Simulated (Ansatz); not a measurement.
# BiSe3: the cost of one run

Program: Ansatz 0.2.0. Level of theory: DFT r2SCAN, scalar-relativistic, plane waves, PAW. These are calculated values, not measurements.

## Step 1: The system as given

It takes space group Pm-3m (No. 221, cubic). Conventional cell: a = 4.743 Å, b = 4.743 Å, c = 4.743 Å, α = 90.00°, β = 90.00°, γ = 90.00°. Around Bi (site symmetry m-3m) lie 12 Se at 3.35 Å. Se (site symmetry 4/mmm) is surrounded by 4 Bi at 3.35 Å and 8 Se at 3.35 Å.

Structure file:

```
CELL_PARAMETERS angstrom
4.74251 0.00000 0.00000
0.00000 4.74251 0.00000
0.00000 0.00000 4.74251
ATOMIC_POSITIONS crystal
Bi 0.00000 0.00000 0.00000
Se 0.00000 0.50000 0.50000
Se 0.50000 0.00000 0.50000
Se 0.50000 0.50000 0.00000
```

(A quick probe on a coarse mesh, which set the mesh and smearing, is not shown.)

## Step 3: A loose first relaxation

Contents of input.yaml:

```yaml
crystal:
  lattice:
    - [4.7425064307, 0.0, 0.0]
    - [0.0, 4.7425064307, 0.0]
    - [0.0, 0.0, 4.7425064307]
  atoms:
    - { symbol: Bi, position: [0.0, 0.0, 0.0] }
    - { symbol: Se, position: [0.0, 0.5, 0.5] }
    - { symbol: Se, position: [0.5, 0.0, 0.5] }
    - { symbol: Se, position: [0.5, 0.5, 0.0] }
basis:
  ecutwfc: 500
kpoints:
  mp_grid: { grid: [4, 4, 4] }
hamiltonian:
  xc: r2scan
scf:
  occupations: { method: gaussian, width: 0.1 }
  lower_state_search: "off"
output:
  forces: true
  stress: true
  eigenvalues: true
relax:
  adjacent_minimum: "off"
  f_tol: 0.04
  max_steps: 70
  cell: { stress_tol: 0.4 }
```

Launch:

```
$ ansatz run input.yaml --threads 1 --pin off --max-ram 2560MiB --backend cpu --events-out ev --progress --plain --runs-dir out
```

Q: Estimate wall time and peak memory on 1 thread of Intel Xeon 6975P-C (Granite Rapids), shared host.

About 14 s, with a peak of 0.61 GiB.
